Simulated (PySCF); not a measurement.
# B2BrH7N2: the cost of one run

The runs use PySCF 2.14.0, with density-fitted response routines of our own; the level of theory stands in each step. All values are computed, except where a source is named. Atoms are numbered from 0 throughout.

## (1) The starting structure

12 atoms, charge 0, multiplicity 1; geometry from: GFN2-xTB. The atoms were then displaced at random by about 0.01 Å, so the start is not that level's minimum.

Bonds of the start (Å): Br0–B1 1.99, B1–N2 1.59, N2–B3 1.56, B3–N4 1.59, N4–B1 1.58, B1–H5 1.18, N2–H6 1.02, N2–H7 1.02, B3–H8 1.18, B3–H9 1.21, N4–H10 1.00, N4–H11 1.02.

## (2) Geometry optimisation at PBE0-D3(BJ)/def2-SVP

The job: settings as JSON, then the geometry in Å.

```
{"job": {"xc": "PBE0", "basis": "def2-SVP", "d3": "d3bj", "grid": 1, "shake": 0.01, "kind": "geom"}, "charge": 0, "multiplicity": 1}
Br     2.424010     0.013940    -1.204390
B      1.023630    -0.065030     0.212570
N     -0.012910     1.132050     0.103350
B     -1.127350     0.044140    -0.001540
N     -0.078320    -1.137660    -0.136870
H      1.495870    -0.186260     1.290280
H     -0.035210     1.756530     0.908670
H      0.121200     1.708760    -0.728380
H     -1.815310     0.173700    -0.957500
H     -1.762770    -0.045350     1.028590
H     -0.021060    -1.522130    -1.053660
H     -0.172090    -1.900960     0.529860
```

The run is started by

```console
OMP_NUM_THREADS=1 python probes_run.py task.json out
```

One launch serves the whole session: the jobs run in the order shown.

**Question.** How long does this first job take on 1 thread of Arm Neoverse V1, shared host, and how much memory does it need?

About 33 s, with a peak of 0.51 GiB.
